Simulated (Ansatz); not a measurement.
# GaH3OTe (SMILES [OH][GaH][TeH]): functionals against CCSD(T) at one geometry

One table from this session's results is given with a row withheld; the runs are named, their logs left out.

Method: single points in def2-TZVPP; program: Ansatz 0.2.0, Gaussian basis.

Correlated methods freeze the cores. Filled d shells of the heavier atoms are correlated. Core potentials replace the inner electrons past krypton, and spin-orbit coupling is left out. B3LYP uses VWN-RPA correlation.

## Where the work starts

SMILES `[OH][GaH][TeH]`, 6 atoms, charge 0, spin multiplicity 1.

Atoms are counted from 1 here; the program's logs count them from 0.

Bond lengths: O1–Ga2 1.613 Å, O1–H4 1.067 Å, Ga2–Te3 2.433 Å, Ga2–H5 1.674 Å, Te3–H6 1.617 Å. Angles: Ga2–O1–H4 140.9°, O1–Ga2–Te3 115.3°, O1–Ga2–H5 122.2°, Te3–Ga2–H5 122.5°, Ga2–Te3–H6 88.3°.

Coordinates:

```
atom    x (Å)    y (Å)    z (Å)
  O1  -0.0229  -1.0446   0.7320
 Ga2  -0.1788  -0.1514  -0.6017
 Te3   0.2745   2.2226  -0.3217
  H4  -0.0379  -2.0617   1.0534
  H5  -0.6314  -0.8127  -2.0713
  H6   0.5767   1.9325   1.2398
```

Set-up of the first run:

run/in.yaml reads:

```yaml
crystal:
  periodic: [false, false, false]
  atoms:
    - {symbol: O, position_ang: [-0.022900, -1.044600, 0.732000]}
    - {symbol: Ga, position_ang: [-0.178800, -0.151400, -0.601700]}
    - {symbol: Te, position_ang: [0.274500, 2.222600, -0.321700]}
    - {symbol: H, position_ang: [-0.037900, -2.061700, 1.053400]}
    - {symbol: H, position_ang: [-0.631400, -0.812700, -2.071300]}
    - {symbol: H, position_ang: [0.576700, 1.932500, 1.239800]}
basis:
  gaussian: {orbitals: def2-TZVPP}
correlation: {method: ccsd_t}
output: {forces: true}
```

The command line of these runs was not kept.

Among the steps run: CCSD(T)/def2-TZVPP; PBE0-D4/def2-TZVPP; wB97M-V/def2-TZVPP; r2SCAN-D4/def2-TZVPP; PBE-D4/def2-TZVPP; SPW92/def2-TZVPP; B3LYP-D4/def2-TZVPP.

One table of the session follows, with a row left open; its other results are not shown here.

```
   method  RMS force component (eV/Å)  angle to CCSD(T) forces (°)  dipole (D)
  CCSD(T)                       3.049                    reference        1.67
  PBE0-D4                       3.006                          1.4        1.66
  wB97M-V                       3.046                          0.7        1.75
r2SCAN-D4                       2.953                          1.2        1.63
   PBE-D4                       2.976                          3.9        1.55
    SPW92                           ?                            ?           ?
 B3LYP-D4                       3.057                          1.8        1.57
```

Estimate the missing values for SPW92.

The run gave: RMS force component (eV/Å): 2.682; angle to CCSD(T) forces (°): 3.1; dipole (D): 1.66. In the column «RMS force component (eV/Å)» it is the lowest.
